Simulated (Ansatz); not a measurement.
# CHFSSe: taking an electron away

Aim: the vertical ionisation energy of CHFSSe, as cation minus neutral at the neutral's geometry, on several levels, and how well −ε(HOMO) stands in for it.

Method: unrestricted cation, the program's frozen cores in correlated methods; program: Ansatz 0.2.0, Gaussian basis.

The runs, in order: UKS PBE-D4/def2-TZVPP; UKS r2SCAN-D4/def2-TZVPP; UKS PBE0-D4/def2-TZVPP; UKS B3LYP-D4/def2-TZVPP; UKS wB97X-V/def2-TZVPP; UKS wB97M-V/def2-TZVPP; UKS B2PLYP/def2-TZVPP; UHF-CCSD(T)/def2-TZVPP; UHF-MP2/def2-QZVPP; extrapolation to the limit; then −ε(HOMO) from the neutral's earlier runs with LDA (SPW92), PBE-D4, revPBE-D4, BLYP-D4, r2SCAN-D4, B97M-V, PBE0-D4, B3LYP-D4, r2SCANh-D4, r2SCAN0-D4, HSE06-D4, BHLYP-D4, CAM-B3LYP-D4, LC-ωPBE, ωB97X-V, ωB97M-V.

## Step 1: The geometry

The geometry comes from an earlier relaxation with PBE0-D4 in a triple-zeta def2 set; it is a stationary point.

5 atoms, charge 0, spin multiplicity 1.

Atoms are counted from 1 here; the program's logs count them from 0.

Bond lengths: F1–C2 1.328 Å, C2–S3 1.723 Å, C2–Se4 1.755 Å, S3–H5 1.348 Å. Angles: F1–C2–S3 113.2°, F1–C2–Se4 122.6°, S3–C2–Se4 124.2°, C2–S3–H5 96.8°.

## Step 2: Cation, UKS PBE-D4/def2-TZVPP

in.yaml reads:

```yaml
crystal:
  periodic: [false, false, false]
  atoms:
    - {symbol: F, position_ang: [-0.791915, -0.414917, 1.031803]}
    - {symbol: C, position_ang: [-0.378649, -0.195724, -0.210591]}
    - {symbol: S, position_ang: [1.175455, 0.544311, -0.288524]}
    - {symbol: Se, position_ang: [-1.337638, -0.625727, -1.615494]}
    - {symbol: H, position_ang: [1.382647, 0.618358, 1.041406]}
basis:
  gaussian: {orbitals: def2-TZVPP}
total_charge: 1
magnetization: {spin_polarized: true, initial_magnetization: 1}
hamiltonian: {xc: pbe, dispersion: d4}
```

The runs that follow: Cation, UKS r2SCAN-D4/def2-TZVPP; Cation, UKS PBE0-D4/def2-TZVPP; Cation, UKS B3LYP-D4/def2-TZVPP; Cation, UKS wB97X-V/def2-TZVPP; Cation, UKS wB97M-V/def2-TZVPP; Cation, UKS B2PLYP (frozen core)/def2-TZVPP; Cation, UHF-CCSD(T)/def2-TZVPP; Cation, UHF-MP2/def2-QZVPP.

Before running them: what should the planned runs give, taken together? Wanted: ionisation energy, CCSD(T)/CBS; nearest functional by difference; nearest −ε(HOMO); −ε(HOMO) of PBE; T1 of the cation.

**Answer**, as computed:

```
                        quantity                value
  ionisation energy, CCSD(T)/CBS              9.31 eV
nearest functional by difference  B3LYP-D4 (-0.20 eV)
                nearest −ε(HOMO)   ωB97X-V (-0.13 eV)
                 −ε(HOMO) of PBE              5.74 eV
                T1 of the cation                0.017
```

What this shows: Energy differences with functionals land within 0.30 eV of the reference. −ε(HOMO) of PBE misses by 3.6 eV, since self-interaction lifts the level. Among orbital estimates ωB97X-V comes nearest. Hartree-Fock falls 1.34 eV short, as the neutral has more correlation energy than the cation. Correlated methods include outer-core shells of Se, which these sets cover unevenly. With outer-core shells in play the reference is unsure by up to some tenths of an eV, so close misses can't be ranked.
